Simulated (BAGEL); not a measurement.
# BrF (SMILES FBr): FCI/STO-3G (density fitting with qzvpp-jkfit)

Aim: the energy change on altering one bond length of BrF at FCI/STO-3G (density fitting with qzvpp-jkfit), from 2 runs. 

Program for the calculation: BAGEL 1.2.2.

14 further runs of the same task are left out: 8 that didn't finish, 6 set aside as unsound or not needed.

## 1. Starting point

BrF: 2 atoms, total charge 0, spin state singlet. As SMILES, `FBr`. The coordinates come from a GFN2-xTB relaxation.

Bond lengths: F1–Br2 1.800 Å.

## 2. The energy at FCI/STO-3G (density fitting with qzvpp-jkfit)

fci.json reads:

```json
{ "bagel": [

{
  "title": "molecule",
  "basis": "sto-3g",
  "df_basis": "qzvpp-jkfit",
  "angstrom": true,
  "geometry": [
    { "atom": "F", "xyz": [       0.000000,       0.000000,       0.000000 ] },
    { "atom": "Br", "xyz": [       0.000000,       0.000000,       1.799940 ] }
  ]
},

{
  "title": "hf"
},

{
  "title": "fci",
  "nstate": 1,
  "ncore": 10
}

]}
```

Launch:

```sh
$ BAGEL_NUM_THREADS=1 BAGEL fci.json > fci.out
```

What it wrote:

```text
* using 1 threads per process

  ===============================================================
  ===============================================================

  *** Geometry ***

  { "atom" : "F", "xyz" : [      0.000000,      0.000000,      0.000000 ] },
  { "atom" : "Br", "xyz" : [      0.000000,      0.000000,      3.401394 ] },

  Number of auxiliary basis functions:      343

  Since a DF basis is specified, we compute 2- and 3-index integrals:
    o Being stored without compression. Storage requirement is 0.001 GB

  Number of basis functions:       23
  Number of electrons      :       44

    * METHOD: MOLECULE                             0.06

  *** RHF ***

  === Nuclear Repulsion ===
    92.6090988372

      * DIIS with orbital gradients will be used.

  === RHF iteration (sto-3g) ===
      0      -2642.61963258          0.00849575           0.01
      1      -2642.63520680          0.00130284           0.01
      2      -2642.63550029          0.00022995           0.01
      3      -2642.63551167          0.00000625           0.01
      4      -2642.63551168          0.00000016           0.01
      5      -2642.63551168          0.00000001           0.01
      6      -2642.63551168          0.00000000           0.01
    * SCF iteration converged.

    * Permanent dipole moment:
           (    0.000000,    -0.000000,    -0.012737) a.u.

    * METHOD: HF                                   0.10

  ---------------------------
        FCI calculation
  ---------------------------

  Performs exactly the same way as Knowles & Handy 1984 CPL

  o alpha-beta strings
      length:            26
  o size of the space
      determinant space:  169
      spin-adapted space: 91

  o single displacement lists (alpha)
      length:           312
  o single displacement lists (beta)
      length:           312

     guess   0:   closed 111111111111.        open .............

  === FCI iteration ===

      0  0     -2642.63551168     1.81e-02      0.00
      1  0     -2642.68390600     4.28e-03      0.00
      2  0     -2642.68619292     5.43e-04      0.00
      3  0     -2642.68622721     9.88e-05      0.00
      4  0     -2642.68622867     2.83e-05      0.00
      5  0     -2642.68622881     8.48e-06      0.00
      6  0     -2642.68622883     1.98e-06      0.00
      7  0     -2642.68622883     4.54e-07      0.00
      8  0     -2642.68622883     9.40e-08      0.00
      9  0     -2642.68622883     1.30e-08      0.00
     10  0     -2642.68622883     4.48e-10      0.00
     11  0 *   -2642.68622883     3.29e-11      0.00

     * ci vector, state   0, <S^2> = -0.0000
       222222222222.    -0.9737240685
       222222222.222     0.2091507055

    * METHOD: FCI                                  0.01

  ===============================================================
```

It took 0.28 s on 1 thread of Arm Neoverse V2, shared host.

## 3. The distorted shape at the same level

input.json reads:

```json
{ "bagel" : [

{
  "title" : "molecule",
  "basis" : "sto-3g",
  "df_basis" : "qzvpp-jkfit",
  "angstrom" : true,
  "geometry" : [
    { "atom" : "F", "xyz" : [       0.000000,       0.000000,      -0.899960 ] },
    { "atom" : "Br", "xyz" : [       0.000000,       0.000000,       1.799940 ] }
  ]
},

{ "title" : "hf" },

{ "title" : "fci", "nstate" : 1, "ncore" : 10 }

]}
```

Launch:

```sh
$ BAGEL_NUM_THREADS=1 BAGEL input.json > input.out
```

What it wrote:

```text
* using 1 threads per process

  ===============================================================
  ===============================================================

  *** Geometry ***

  { "atom" : "F", "xyz" : [      0.000000,      0.000000,     -1.700678 ] },
  { "atom" : "Br", "xyz" : [      0.000000,      0.000000,      3.401394 ] },

  Number of auxiliary basis functions:      343

  Since a DF basis is specified, we compute 2- and 3-index integrals:
    o Being stored without compression. Storage requirement is 0.001 GB

  Number of basis functions:       23
  Number of electrons      :       44

    * METHOD: MOLECULE                             0.05

  *** RHF ***

  === Nuclear Repulsion ===
    61.7396278977

      * DIIS with orbital gradients will be used.

  === RHF iteration (sto-3g) ===
      0      -2642.24289653          0.02021643           0.01
      1      -2642.25797560          0.01894020           0.01
      2      -2642.42725689          0.00086505           0.01
      3      -2642.42740137          0.00011012           0.01
      4      -2642.42740320          0.00001195           0.01
      5      -2642.42740323          0.00000341           0.01
      6      -2642.42740323          0.00000101           0.01
      7      -2642.42740323          0.00000000           0.01
    * SCF iteration converged.

    * Permanent dipole moment:
           (    0.000000,    -0.000000,     0.176627) a.u.

    * METHOD: HF                                   0.11

  ---------------------------
        FCI calculation
  ---------------------------

  Performs exactly the same way as Knowles & Handy 1984 CPL

  o alpha-beta strings
      length:            26
  o size of the space
      determinant space:  169
      spin-adapted space: 91

  o single displacement lists (alpha)
      length:           312
  o single displacement lists (beta)
      length:           312

     guess   0:   closed 11111111.1.11        open ........1.1..

  === FCI iteration ===

      0  0     -2642.61469785     1.90e-03      0.00
      1  0     -2642.61580461     9.10e-05      0.00
      2  0     -2642.61580583     2.57e-05      0.00
      3  0     -2642.61580606     9.65e-06      0.00
      4  0     -2642.61580736     9.67e-05      0.00
      5  0     -2642.61790320     2.04e-03      0.00
      6  0     -2642.61885984     7.31e-04      0.00
      7  0     -2642.62037642     3.12e-03      0.00
      8  0     -2642.62840357     2.66e-03      0.00
      9  0     -2642.62931606     4.05e-04      0.00
     10  0     -2642.62936346     1.84e-04      0.00
     11  0     -2642.62939530     2.50e-04      0.00
     12  0     -2642.62941331     9.12e-05      0.00
     13  0     -2642.62941476     2.28e-05      0.00
     14  0     -2642.62941482     1.63e-06      0.00
     15  0     -2642.62941482     1.00e-07      0.00
     16  0     -2642.62941482     1.04e-08      0.00
     17  0     -2642.62941482     3.58e-09      0.00
     18  0     -2642.62941482     2.68e-09      0.00
     19  0     -2642.62941482     1.17e-09      0.00
    ** throwing out 1 trial vectors **
     20  0     -2642.62941482     1.87e-10      0.00
    ** throwing out 1 trial vectors **
     21  0     -2642.62941483     8.69e-10      0.00

    ** throwing out 1 trial vectors **
     22  0     -2642.62941482     7.69e-06      0.00

    ** throwing out 1 trial vectors **
     23  0     -2642.62941482     1.43e-06      0.00
    ** throwing out 1 trial vectors **
     24  0     -2642.62941524     4.94e-07      0.00
    ** throwing out 1 trial vectors **
     25  0     -2642.62941498     4.87e-08      0.00
    ** throwing out 1 trial vectors **
     26  0     -2642.62941486     2.18e-08      0.00
    ** throwing out 1 trial vectors **
     27  0     -2642.62941480     3.56e-09      0.00
    ** throwing out 1 trial vectors **
     28  0     -2642.62941482     5.90e-09      0.00
    ** throwing out 1 trial vectors **
     29  0     -2642.62941479     3.21e-09      0.00
    ** throwing out 1 trial vectors **
     30  0     -2642.62941480     3.73e-09      0.00
    ** throwing out 1 trial vectors **
     31  0     -2642.62941489     9.27e-09      0.00
    ** throwing out 1 trial vectors **
     32  0     -2642.62941479     8.78e-09      0.00
    ** throwing out 1 trial vectors **
     33  0     -2642.62941482     2.05e-09      0.00
    ** throwing out 1 trial vectors **
     34  0     -2642.62941482     4.60e-10      0.00
    ** throwing out 1 trial vectors **
     35  0     -2642.62941481     1.23e-09      0.00
    ** throwing out 1 trial vectors **
     36  0     -2642.62941482     1.17e-09      0.00
    ** throwing out 1 trial vectors **
     37  0     -2642.62941480     5.08e-09      0.00
    ** throwing out 1 trial vectors **
     38  0     -2642.62941483     7.98e-10      0.00
    ** throwing out 1 trial vectors **
     39  0     -2642.62941480     3.15e-09      0.00
    ** throwing out 1 trial vectors **
     40  0     -2642.62941483     1.47e-09      0.00
    ** throwing out 1 trial vectors **
     41  0     -2642.62941484     3.41e-09      0.00
    ** throwing out 1 trial vectors **
     42  0     -2642.62941493     1.61e-08      0.00
    ** throwing out 1 trial vectors **
     43  0     -2642.62941492     7.05e-08      0.00
    ** throwing out 1 trial vectors **
     44  0     -2642.62941486     1.84e-08      0.00
    ** throwing out 1 trial vectors **
     45  0     -2642.62941482     7.16e-09      0.00
    ** throwing out 1 trial vectors **
     46  0     -2642.62941482     2.58e-09      0.00
    ** throwing out 1 trial vectors **
     47  0     -2642.62941482     1.43e-09      0.00
    ** throwing out 1 trial vectors **
     48  0     -2642.62941482     3.23e-09      0.00
    ** throwing out 1 trial vectors **
     49  0     -2642.62941482     2.56e-09      0.00
    ** throwing out 1 trial vectors **
     50  0     -2642.62941482     1.70e-09      0.00
    ** throwing out 1 trial vectors **
     51  0     -2642.62941482     1.63e-09      0.00
    ** throwing out 1 trial vectors **
     52  0     -2642.62941482     7.25e-10      0.00
    ** throwing out 1 trial vectors **
     53  0     -2642.62941482     4.01e-10      0.00
    ** throwing out 1 trial vectors **
     54  0     -2642.62941482     3.74e-10      0.00
    ** throwing out 1 trial vectors **
     55  0     -2642.62941482     2.22e-10      0.00
    ** throwing out 1 trial vectors **
     56  0 *   -2642.62941482     9.63e-11      0.00

     * ci vector, state   0, <S^2> = -0.0000
       222222222222.    -0.7997545656
       22222222222.2     0.5933853427

    * METHOD: FCI                                  0.02

  ===============================================================
```

Run time: 0.32 s. Hardware: 1 thread of Arm Neoverse V2, shared host.

## 4. What came out

At FCI/STO-3G (density fitting with qzvpp-jkfit), 10 core orbitals frozen:

| quantity | value |
| --- | --- |
| first shape: total energy | -2642.68623 Eh |
| distorted shape: total energy | -2642.62941 Eh |
| energy change with the F1–Br2 bond stretched from 1.800 to 2.700 Å | 1.546 eV |

With the F1–Br2 bond stretched from 1.800 to 2.700 Å the energy rises by 1.55 eV (149 kJ/mol). The first shape isn't relaxed at this level, so the change isn't measured from a minimum. The minimal basis adds a large error of its own.
